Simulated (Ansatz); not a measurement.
# Al4NiPd3: the cost of one run

Computed with Ansatz 0.2.0 (DFT PBE, scalar-relativistic, plane waves, PAW, unless a step's input says otherwise).

## (1) The system as given

It takes space group P4/mmm (No. 123, tetragonal). The conventional cell has a = 6.073 Å, b = 6.073 Å, c = 3.030 Å, α = 90.00°, β = 90.00°, γ = 90.00°. Around Al (site symmetry m2m) lie 2 Ni at 2.56 Å and 6 Pd at 2.63 to 2.70 Å and 6 Al at 2.91 to 3.16 Å. Ni (site symmetry 4/mmm) is surrounded by 8 Al at 2.56 Å. Around Pd (site symmetry mmm) lie 8 Al at 2.63 Å. Around Pd (site symmetry 4/mmm) lie 8 Al at 2.70 Å and 6 Pd at 3.03 to 3.04 Å.

Coordinates:

```cif
data_structure
_symmetry_space_group_name_H-M 'P 1'
_symmetry_Int_Tables_number 1
_cell_length_a 6.0733
_cell_length_b 6.0733
_cell_length_c 3.0303
_cell_angle_alpha 90.000
_cell_angle_beta 90.000
_cell_angle_gamma 90.000
_cell_volume 111.77
loop_
_atom_site_label
_atom_site_type_symbol
_atom_site_fract_x
_atom_site_fract_y
_atom_site_fract_z
_atom_site_occupancy
Al1 Al 0.26019 0.73981 0.00000 1
Al2 Al 0.26019 0.26019 0.00000 1
Al3 Al 0.73981 0.73981 0.00000 1
Al4 Al 0.73981 0.26019 0.00000 1
Ni1 Ni 0.50000 0.50000 0.50000 1
Pd1 Pd 0.50000 0.00000 0.50000 1
Pd2 Pd 0.00000 0.00000 0.50000 1
Pd3 Pd 0.00000 0.50000 0.50000 1
```

The start is the relaxed end of an invented cell (made as: elements ordered on the sites of the AlPd type, Ni/Pd on Pd (P4/mmm, No. 123)), taken up again for a closer look.

## (2) The guess as it stands, on a coarse mesh

input.yaml reads:

```yaml
crystal:
  lattice:
    - [6.0732821, 0.0, 0.0]
    - [0.0, 6.0732821, 0.0]
    - [0.0, 0.0, 3.030346]
  atoms:
    - { symbol: Al, position: [0.260191, 0.739809, 0.0] }
    - { symbol: Al, position: [0.260191, 0.260191, 0.0] }
    - { symbol: Al, position: [0.739809, 0.739809, 0.0] }
    - { symbol: Al, position: [0.739809, 0.260191, 0.0] }
    - { symbol: Ni, position: [0.5, 0.5, 0.5] }
    - { symbol: Pd, position: [0.5, 0.0, 0.5] }
    - { symbol: Pd, position: [0.0, 0.0, 0.5] }
    - { symbol: Pd, position: [0.0, 0.5, 0.5] }
basis:
  ecutwfc: 420
kpoints:
  mp_grid: { grid: [4, 4, 6] }
hamiltonian:
  xc: pbe
scf:
  occupations: { method: gaussian, width: 0.1 }
  lower_state_search: "off"
output:
  forces: true
  stress: true
  eigenvalues: true
```

Command:

```
ansatz run input.yaml --threads 4 --pin off --max-ram 8192MiB --backend cpu --events-out ev --progress --plain --runs-dir out
```

**Question.** How long does this run take on 4 threads of Intel Xeon Platinum 8259CL at 2.50GHz (Skylake/Cascade Lake), shared host, and how much memory does it need?

About 6.5 s, with a peak of 0.58 GiB.
